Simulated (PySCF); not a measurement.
# TiS₂⁻: structure of the doublet

The task is one start of a wider search on TiS₂⁻: the doublet, built as side-on. It is relaxed, tested by its Hessian and followed downhill if it is a saddle.

The runs use PySCF 2.14.0; B3LYP, basis Ti def2-SVPD, S def2-SVPD, no relativity, density fitting.

## Step 1: Where the work starts

3 atoms, charge -1, spin multiplicity 2.

Bond lengths: Ti1–S2 2.438 Å, Ti1–S3 2.438 Å, S2–S3 2.000 Å. Angles: S2–Ti1–S3 48.4°, Ti1–S2–S3 65.8°, Ti1–S3–S2 65.8°.

```xyz
3
charge -1 multiplicity 2
Ti    0.0000    0.0000    0.0000
S     1.0000    0.0000    2.2233
S    -1.0000    0.0000    2.2233
```

## Step 2: Finding the electronic state

One driver script runs all steps and calls PySCF; scf.py shows how it sets up the SCF of each step. The optimiser is the driver's own. After this first run the driver tries any further starts and a stability analysis.

scf.py reads:

```python
from pyscf import gto, scf, dft
mol = gto.M(atom='''
Ti     0.000000     0.000000     0.000000
S      1.000000     0.000000     2.223256
S     -1.000000     0.000000     2.223256''',
    basis={'Ti': 'def2-SVPD', 'S': 'def2-SVPD'},
    charge=-1, spin=1)
mf = dft.UKS(mol, xc='B3LYP')
mf.grids.atom_grid = (50, 194)
aux = {'Ti': 'def2-universal-JKFIT', 'S': 'def2-universal-JKFIT'}
mf = mf.density_fit(auxbasis=aux)
mf.conv_tol = 1e-08
mf.diis_space = 10
mf.max_cycle = 60
mf.init_guess = 'minao'
mf.verbose = 4
mf.kernel()
```

Launch:

```bash
$ OMP_NUM_THREADS=2 python axn.py task.json out
```

Further steps of the session: Relaxation: side-on start, doublet; Is it a minimum? Harmonic modes.

Q: Predict the outcome of this session. Wanted: minimum; geometry; wavenumbers; dipole moment; highest occupied, lowest empty level; polar-tensor charge of Ti1; zero-point energy; ⟨S²⟩.

**Answer**, as computed:

| quantity | value |
| --- | --- |
| minimum | broken-symmetry (Ms = 1/2), C2v |
| geometry | S–S 2.163 Å, Ti–S 2.380 Å (×2); S–S–Ti 63.0° (×2), S–Ti–S 54.1° |
| wavenumbers (cm⁻¹) | 223 (b2), 353 (a1), 456 (a1) |
| dipole moment (centre of mass) | 0.08 D |
| highest occupied, lowest empty level (either spin) | 0.13, 1.91 eV |
| polar-tensor charge of Ti1 | +0.04 e |
| zero-point energy | 6.2 kJ/mol |
| entropy at 298.15 K | 292.3 J/(mol K) |
| ⟨S²⟩ | 1.592 |

In words: The molecule stays C2v, as typed, and the end point is a minimum. The determinant is spin-contaminated (⟨S²⟩ = 1.59 against 0.75), so it is no pure spin state. The strongest infrared band lies at 353 cm⁻¹ (a1). Only this shape and spin were tried, so other structures or states may lie lower. The highest occupied level lies above zero: either self-interaction error lifts it or the extra electron is not bound, and the basis holds it in place. Open d and f shells are described by one determinant, and the ground state may have another occupation or spin.
